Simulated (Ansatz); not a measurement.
# H4InNS: two geometries relaxed

Aim: relax the geometries before and after the inversion of the pyramid at N1, and see whether they are two minima and how far apart in energy. SMILES of the start: [NH2][InH][SH].

Method: RHF/def2-SVP, in Ansatz 0.2.0.

**1. The system as given**

Bond lengths: N1–In2 2.055 Å, In2–S3 2.403 Å, N1–H4 1.016 Å, N1–H5 1.014 Å, In2–H6 1.727 Å, S3–H7 1.328 Å. Angles: N1–In2–S3 109.5°, N1–In2–H6 124.6°, S3–In2–H6 125.6°, In2–N1–H4 111.7°, In2–N1–H5 114.8°, H4–N1–H5 106.4°, In2–S3–H7 87.3°.

Structure file:

```xyz
7

N     0.9977   -0.4040   -0.7775
In   -0.6490    0.6397   -0.1290
S    -1.0789    0.1090    2.1747
H     0.8845   -1.4048   -0.6429
H     1.2273   -0.2709   -1.7563
H    -1.4786    1.8383   -1.0554
H     0.0969   -0.5073    2.1863
```

**2. End point A**

The input, input.yaml:

```yaml
crystal:
  periodic: [false, false, false]
  atoms:
    - { symbol: "N", position_ang: [0.99766, -0.40404, -0.7775] }
    - { symbol: In, position_ang: [-0.64901, 0.63974, -0.12902] }
    - { symbol: S, position_ang: [-1.0789, 0.10902, 2.17472] }
    - { symbol: H, position_ang: [0.88454, -1.40477, -0.64288] }
    - { symbol: H, position_ang: [1.22735, -0.27088, -1.75625] }
    - { symbol: H, position_ang: [-1.47857, 1.83828, -1.05536] }
    - { symbol: H, position_ang: [0.09693, -0.50735, 2.1863] }
basis:
  gaussian: { orbitals: def2-SVP }
hamiltonian:
  xc: hf
relax:
  f_tol: 0.015
  max_steps: 40
```

Launch:

```console
$ ansatz run input.yaml --threads 1 --pin off --max-ram 2048MiB --backend cpu --events-out ev --progress --plain --runs-dir out
```

Standard output, shortened:

```text
Warning: RAYON_NUM_THREADS=1 ignored (pool sized by the plan → 1); use --threads N
[...]
Functional definition: HF
[...]
914 factors; integrals over basis functions are off by at most 5.0e-4 eV
[...]
mean field -17506.89557928 eV, -643.3665459384 hartree, gradient 5.3e-5 eV, S^2 0.000000; 0 other end points of the search recorded, 0 dependent functions left out
[...]
reference -17506.89557928 eV, -643.3665459384 hartree; 24, 24 occupied and 54, 54 virtual orbitals, 914 factors
relax step   1: F+E_penalty+E_count = -17506.89557928 eV  Δ(F+E_penalty+E_count) = +0.000e0 eV  max|allowed force component| = 5.109e-1 eV/Å  Δτ_max = 0.0000 Å  (35 SCF iters, accepted)
[...]
relax step   6: F+E_penalty+E_count = -17507.04951728 eV  Δ(F+E_penalty+E_count) = -4.102e-3 eV  max|allowed force component| = 3.037e-2 eV/Å  Δτ_max = 0.0426 Å  (34 SCF iters, accepted)
[...]
relax step   7: F+E_penalty+E_count = -17507.05037867 eV  Δ(F+E_penalty+E_count) = -8.614e-4 eV  max|allowed force component| = 1.256e-2 eV/Å  Δτ_max = 0.0421 Å  (33 SCF iters, accepted)
914 factors; integrals over basis functions are off by at most 5.1e-4 eV
[...]
mean field -17507.05037867 eV, -643.3722347110 hartree, gradient 3.4e-5 eV, S^2 0.000000; 1 other end points of the search recorded, 0 dependent functions left out
[...]
reference -17507.05037867 eV, -643.3722347110 hartree; 24, 24 occupied and 54, 54 virtual orbitals, 914 factors
Total energy: -17507.05037867 eV, -643.3722347110 hartree
Atom 0 at     0.821106    -0.478526    -0.978595 Å, force     0.000194     0.000072    -0.012564 eV/Å
Atom 1 at    -0.603089     0.676345    -0.144189 Å, force     0.003956     0.003381    -0.004137 eV/Å
Atom 2 at    -1.035640     0.257507     2.205463 Å, force    -0.009405    -0.000520     0.008435 eV/Å
Atom 3 at     1.335048    -1.190332    -0.497348 Å, force     0.000711     0.000790    -0.000081 eV/Å
Atom 4 at     1.107217    -0.422311    -1.936638 Å, force    -0.001427    -0.001846     0.006177 eV/Å
Atom 5 at    -1.475678     1.889831    -0.994593 Å, force     0.001872    -0.001961     0.000895 eV/Å
Atom 6 at    -0.148965    -0.732513     2.345910 Å, force     0.004098     0.000084     0.001275 eV/Å
Dipole moment:     0.249679    -0.120300    -0.392853 e Å
```

Wall time 18 s (1 thread of Arm Neoverse V1, shared host); peak memory 0.15 GiB.

Relaxation path:

```tsv
step	energy from step 1 (eV)	largest force component (eV/Å)
1	0.0000	0.5109
2	-0.0521	0.7108
3	-0.0815	1.3658
4	-0.1156	0.8724
5	-0.1498	0.2038
6	-0.1539	0.0304
7	-0.1548	0.0126
```

Step 1 is the start.

After: Bond lengths: N1–In2 2.015 Å, In2–S3 2.426 Å, N1–H4 1.001 Å, N1–H5 1.001 Å, In2–H6 1.720 Å, S3–H7 1.336 Å. Angles: N1–In2–S3 115.4°, N1–In2–H6 123.9°, S3–In2–H6 120.7°, In2–N1–H4 124.8°, In2–N1–H5 124.5°, H4–N1–H5 110.7°, In2–S3–H7 96.4°.

**3. Relaxing end B**

The second end starts from a geometry with the move made by hand.

Changes to input.yaml since step 2:

```diff
@@ -6,4 +6,4 @@
     - { symbol: S, position_ang: [-1.0789, 0.10902, 2.17472] }
-    - { symbol: H, position_ang: [0.88454, -1.40477, -0.64288] }
-    - { symbol: H, position_ang: [1.22735, -0.27088, -1.75625] }
+    - { symbol: H, position_ang: [1.4372, -0.91967, -0.02033] }
+    - { symbol: H, position_ang: [1.72479, 0.16575, -1.1959] }
     - { symbol: H, position_ang: [-1.47857, 1.83828, -1.05536] }
@@ -17 +17,3 @@
   max_steps: 40
+output:
+  orbitals: {}
```

Launch:

```console
$ ansatz run input.yaml --threads 1 --pin off --max-ram 2048MiB --backend cpu --events-out ev --progress --plain --runs-dir out
```

Standard output, shortened:

```text
Warning: RAYON_NUM_THREADS=1 ignored (pool sized by the plan → 1); use --threads N
[...]
[... 1 set-up line as earlier in the session ...]
[...]
914 factors; integrals over basis functions are off by at most 3.2e-4 eV
[...]
mean field -17506.87212418 eV, -643.3656839795 hartree, gradient 5.4e-5 eV, S^2 0.000000; 0 other end points of the search recorded, 0 dependent functions left out
[...]
reference -17506.87212418 eV, -643.3656839795 hartree; 24, 24 occupied and 54, 54 virtual orbitals, 914 factors
relax step   1: F+E_penalty+E_count = -17506.87212418 eV  Δ(F+E_penalty+E_count) = +0.000e0 eV  max|allowed force component| = 5.043e-1 eV/Å  Δτ_max = 0.0000 Å  (36 SCF iters, accepted)
[...]
relax step   3: F+E_penalty+E_count = -17506.98544321 eV  Δ(F+E_penalty+E_count) = -4.255e-2 eV  max|allowed force component| = 1.002e0 eV/Å  Δτ_max = 0.1932 Å  (33 SCF iters, accepted)
[...]
mean field -17507.05042955 eV, -643.3722365810 hartree, gradient 2.0e-5 eV, S^2 0.000000; 1 other end points of the search recorded, 0 dependent functions left out
[...]
reference -17507.05042955 eV, -643.3722365810 hartree; 24, 24 occupied and 54, 54 virtual orbitals, 914 factors
Total energy: -17507.05042955 eV, -643.3722365810 hartree
Atom 0 at     1.162025    -0.189619    -0.689341 Å, force     0.002211    -0.000483    -0.002000 eV/Å
Atom 1 at    -0.529392     0.703436    -0.057014 Å, force     0.001168    -0.001728     0.002176 eV/Å
Atom 2 at    -1.208486     0.167589     2.209814 Å, force    -0.001024     0.000490     0.000519 eV/Å
Atom 3 at     1.716829    -0.817841    -0.141679 Å, force    -0.000278     0.000215     0.000090 eV/Å
Atom 4 at     1.563631    -0.063763    -1.597920 Å, force    -0.000238    -0.000183     0.000363 eV/Å
Atom 5 at    -1.462540     1.779136    -1.020480 Å, force    -0.001686     0.001533    -0.000843 eV/Å
Atom 6 at    -0.191966    -0.657207     2.479530 Å, force    -0.000153     0.000156    -0.000305 eV/Å
Dipole moment:     0.321032    -0.066113    -0.351741 e Å
```

Wall time 22 s (1 thread of Arm Neoverse V1, shared host); peak memory 0.15 GiB.

Step by step:

```tsv
step	energy from step 1 (eV)	largest force component (eV/Å)
1	0.0000	0.5043
2	-0.0708	0.5301
3	-0.1133	1.0020
4	-0.1434	0.7369
5	-0.1717	0.2327
6x	-0.1679	0.0696
7	-0.1729	0.0762
8	-0.1761	0.1553
9	-0.1783	0.0163
10	-0.1783	0.0022
```

Step 1 is the start. 1 step was tried and not accepted (marked x).

After: Bond lengths: N1–In2 2.015 Å, In2–S3 2.426 Å, N1–H4 1.001 Å, N1–H5 1.001 Å, In2–H6 1.719 Å, S3–H7 1.337 Å. Angles: N1–In2–S3 115.5°, N1–In2–H6 123.9°, S3–In2–H6 120.7°, In2–N1–H4 124.9°, In2–N1–H5 124.5°, H4–N1–H5 110.7°, In2–S3–H7 96.4°.

**4. Summary of results**

```
                           quantity                    value
                              end A  6 moves, 0.155 eV lower
                              end B  8 moves, 0.178 eV lower
largest difference between the ends                   0.01 Å
            end B relative to end A                -0.000 eV
```

What this shows: The two relaxations end at one structure, within 0.01 Å: no second minimum was found from this start, which doesn't rule one out.
